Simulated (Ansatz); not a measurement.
# C₂H₆Cl₂Sn: small, medium and large basis sets

How large a basis does C₂H₆Cl₂Sn need? Two functionals are run in growing sets.

Method: one geometry, several basis sets; program: Ansatz 0.2.0, Gaussian basis.

Levels to be run: PBE0-D4/def2-SVP; ωB97M-V/def2-SVP; PBE0-D4/def2-QZVPP; ωB97M-V/def2-QZVPP; the functionals' def2-TZVPP values are taken from earlier runs.

## (1) The relaxed structure

The geometry comes from an earlier relaxation with PBE0-D4 in a triple-zeta def2 set; it is a stationary point, not always the lowest conformer. Sn takes the def2 core potential; no spin-orbit term is included.

SMILES `[CH3][Sn]([CH3])([Cl])[Cl]`, 11 atoms, charge 0, spin multiplicity 1.

Atoms are counted from 1 here; the program's logs count them from 0.

Bond lengths: C1–Sn2 2.120 Å, C1–H6 1.090 Å, C1–H7 1.089 Å, C1–H8 1.090 Å, Sn2–C3 2.120 Å, Sn2–Cl4 2.334 Å, Sn2–Cl5 2.334 Å, C3–H9 1.089 Å, C3–H10 1.090 Å, C3–H11 1.090 Å. Angles: Sn2–C1–H6 109.6°, Sn2–C1–H7 108.3°, Sn2–C1–H8 109.6°, H6–C1–H7 109.7°, H6–C1–H8 110.0°, H7–C1–H8 109.7°, C1–Sn2–C3 121.7°, C1–Sn2–Cl4 107.1°, C1–Sn2–Cl5 107.1°, C3–Sn2–Cl4 107.1°, C3–Sn2–Cl5 107.1°, Cl4–Sn2–Cl5 105.8°, Sn2–C3–H9 108.3°, Sn2–C3–H10 109.6°, Sn2–C3–H11 109.6°, H9–C3–H10 109.7°, H9–C3–H11 109.7°, H10–C3–H11 110.0°.

## (2) PBE0-D4 in def2-SVP

Input file in.yaml:

```yaml
crystal:
  periodic: [false, false, false]
  atoms:
    - {symbol: C, position_ang: [-1.850237, 0.321554, 0.276278]}
    - {symbol: Sn, position_ang: [0.155165, 0.386556, -0.409732]}
    - {symbol: C, position_ang: [1.635659, -0.926459, 0.352229]}
    - {symbol: Cl, position_ang: [0.098374, 0.087000, -2.724038]}
    - {symbol: Cl, position_ang: [0.926860, 2.562885, -0.067622]}
    - {symbol: H, position_ang: [-1.876683, 0.524007, 1.346747]}
    - {symbol: H, position_ang: [-2.417827, 1.083661, -0.255683]}
    - {symbol: H, position_ang: [-2.274118, -0.661480, 0.072425]}
    - {symbol: H, position_ang: [2.578453, -0.703182, -0.144998]}
    - {symbol: H, position_ang: [1.741427, -0.773805, 1.426056]}
    - {symbol: H, position_ang: [1.348327, -1.957837, 0.149038]}
basis:
  gaussian: {orbitals: def2-SVP}
hamiltonian: {xc: pbe0, dispersion: d4}
output: {orbitals: {seedname: orbitals}}
```

Launch:

```sh
$ ansatz run in.yaml --threads 2 --pin off --events-out ev --progress --plain --max-ram 32768MiB --backend cpu
```

After this run come: ωB97M-V in def2-SVP; PBE0-D4 in def2-QZVPP; ωB97M-V in def2-QZVPP.

Before running them: what should the planned runs give, taken together? Wanted: PBE0-D4: double and triple zeta above quadruple; ωB97M-V: double and triple zeta above quadruple.

**Answer**, as computed:

| quantity | value |
| --- | --- |
| PBE0-D4: double and triple zeta above quadruple | 12.38, 0.93 eV |
| ωB97M-V: double and triple zeta above quadruple | 12.44, 0.90 eV |

For PBE0-D4 the step from double to triple zeta gains 11.45 eV and the next only 0.93 eV. Total energies overstate the basis error of differences, where much of it tends to cancel. The LUMO of ωB97M-V is positive and keeps falling with the basis (1.57 to 0.75 eV): an unbound level that the basis holds in place.
